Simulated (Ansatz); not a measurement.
## H₅NOSiSn, SMILES [OH][SnH]1[NH][SiH2]1: a ladder of methods at one geometry, step by step

With Ansatz's Python interface.

Interactive session:
```pycon
>>> from pathlib import Path
>>> import ansatz as az
>>> import numpy as np
>>> SETTINGS = {
...     "basis_set": "def2-SVP",
... }
>>> mol = (
...     az.Crystal.molecule()
...     .atom("O", (-1.9974, 1.3481, 0.4939))
...     .atom("Sn", (-0.3253, 1.0307, -0.4254))
...     .atom("N", (0.8363, -0.124, 0.8226))
...     .atom("Si", (0.474, -1.3516, -0.3441))
...     .atom("H", (-2.4089, 0.4879, 0.6669))
...     .atom("H", (0.6392, 2.4329, -0.9028))
...     .atom("H", (1.8861, 0.1323, 0.629))
...     .atom("H", (-0.5415, -2.2854, 0.2165))
...     .atom("H", (1.5259, -1.7172, -1.1737))
... )
>>> base = mol.calculation().basis(gaussian=SETTINGS["basis_set"])
>>> print("functional    E (Ha)        dipole (D)   HOMO (eV)  LUMO (eV)")
functional    E (Ha)        dipole (D)   HOMO (eV)  LUMO (eV)
>>> for name in ["pbe", "b3lyp", "hse06", "lda", "lc_wpbe"]:
...     report = base.functional(name).forces().orbitals().run(runs_dir="runs").report
...     lines = Path(report["orbitals_path"]).read_text().splitlines()
...     field_of = lambda key: [line.split("=")[1].strip() for line in lines if line.startswith(key)]
...     orbitals = [(27.211386 * float(e), s, float(n)) for e, s, n in zip(field_of("Ene="), field_of("Spin="), field_of("Occup="))]
...     homo = max(e for e, _, n in orbitals if n > 0.5)
...     lumo = min(e for e, _, n in orbitals if n < 0.5)
...     dipole = 4.803205 * np.linalg.norm(report["charge_distribution"]["dipole_moment_e_ang"])
...     print(f"{name:10s} {report['free_energy_ev'] / 27.211386246:14.6f} {dipole:9.3f} {homo:11.3f} {lumo:10.3f}")
...
pbe           -636.219600     2.460      -4.629     -2.329
b3lyp         -636.608916     2.807      -5.450     -1.779
hse06         -636.243420     2.766      -5.291     -1.944
lda           -634.013026     2.580      -4.767     -2.512
lc_wpbe       -636.377535     2.956      -8.036      0.488
```

Reading the output:
- Total energies depend on the basis set; only differences at equal settings carry meaning.
- The geometry is a force-field or estimated start, not a minimum of this method, and the basis set is short of its limit. A lower total doesn't mark the better method: functionals have no common bound, and MP2 and coupled cluster aren't variational.
- def2 sets replace the cores of elements past krypton by effective core potentials.
- b3lyp holds the VWN-RPA fit, as in Gaussian; the form of ORCA and Turbomole is b3lyp5.
- Levels such as HOMO and LUMO are orbital energies: with these approximate functionals they aren't the ionisation energy and electron affinity, and their gap isn't the fundamental gap.
- hse06 follows the composition of plane-wave codes, whose totals differ by tens of mHa, up to about 0.1 Ha, from the form usual in Gaussian-basis programs (wpbeh).
- Hardware and time: 21 s on 1 thread of Intel(R) Xeon(R) Platinum 8259CL CPU @ 2.50GHz (Skylake/Cascade Lake) (shared host), peak memory 0.29 GiB.
